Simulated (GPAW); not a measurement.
Crystal: GaB.

```
CELL_PARAMETERS angstrom
2.71824 0.00000 0.00000
0.00000 2.71824 0.00000
0.00000 0.00000 3.23621
ATOMIC_POSITIONS crystal
Ga 0.50000 0.50000 0.50000
B 0.00000 0.00000 0.00000
```

The cell was built by a generator and needn't be a form met in nature.

Base run:

```yaml
Program: GPAW 26.7.0
Functional: LDA
Potentials_or_basis: the program's PAW data sets (release 1.2.1) made for this functional
Cutoff: 800 eV
Basis: pw
k_mesh: 10 × 10 × 8
Occupations: fermi-dirac, width 0.05 eV
Spin: no spin polarisation
```

Its results: pressure -5.9 GPa.

Question: After a change of settings the same cell gave: pressure 2.8 GPa. Which change was it?
A. functional from LDA to revPBE
B. functional from LDA to PBE; potentials or basis from the program's PAW data sets (release 1.2.1) made for this functional to GPAW PAW data sets (gpaw-data 1.2.1)
C. functional from LDA to PBEsol; potentials or basis from the program's PAW data sets (release 1.2.1) made for this functional to PAW data sets generated in the run's folder for this functional

Answer: A.

revPBE binds less tightly than LDA, so the same cell stands under more pressure.
